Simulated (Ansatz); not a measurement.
# Rh, space group P6_3/mmc: a phonon calculation by linear response

Program: Ansatz's Python interface.

`rh.extxyz`
```text
2
Lattice="2.73097904 0.0 0.0 -1.36548952 2.36509723 0.0 0.0 0.0 4.428489" Properties=species:S:1:pos:R:3 pbc="T T T"
Rh    1.36548953    0.78836573    3.32136675
Rh   -0.00000001    1.57673149    1.10712225
```

`run_dfpt.py`
```python
from pathlib import Path

import ansatz as az
import numpy as np

structure = az.Crystal.from_extxyz("rh.extxyz")

setup = (
    structure.calculation()
    .basis(19 * az.Ha)
    .occupations("methfessel_paxton")
    .functional("lda")
    .pseudopotentials("paw")
    .kpoints(14, 14, 8)
    .phonons("dfpt", points=[(0, 0, 0), (0.5, 0, 0.5)])
)
out = setup.run(threads=1, pin="off", runs_dir="runs")
ph = out.phonons

for q in ph.qpoints:
    print("q =", np.round(q.q_frac, 3), "1/cm:", " ".join(f"{w:.1f}" for w in q.omega_inv_cm))
```

```console
$ python run_dfpt.py
RunWarning: eigensolver did not converge (k=19): 1 band(s) unlocked after 20 sweeps at ethr=1.00e-12 eV (lowest unlocked band 20, counted from 0; max residual 1.72e-5 eV among the unlocked bands, 1.72e-5 eV over every band); it also stands for any lines of this kind, at other spin channels or k-points, that are folded behind it: those get no warning and are in no list of notices (the docstring of `ansatz.RunWarning` has the rule; a callback given to `ansatz.Run.execute(on_event=...)` receives each)
q = [0. 0. 0.] 1/cm: -0.0 -0.0 0.0 139.1 139.1 210.5
q = [0.5 0.  0.5] 1/cm: 141.9 141.9 148.2 148.2 197.1 197.1
```
(Warnings from the package without file and line.)

Reading the output:
- The cell isn't relaxed first, so the values belong to this volume.
- This isn't the structure that Rh takes at ambient conditions.
- The structure is taken as given; imaginary modes can come from an unrelaxed or unstable start. Phonons of metals also depend on mesh and smearing.
- Hardware and time: 100 s on 1 thread of Intel(R) Xeon(R) Processor @ 2.30GHz, with other jobs on the host, peak memory 1.3 GiB.
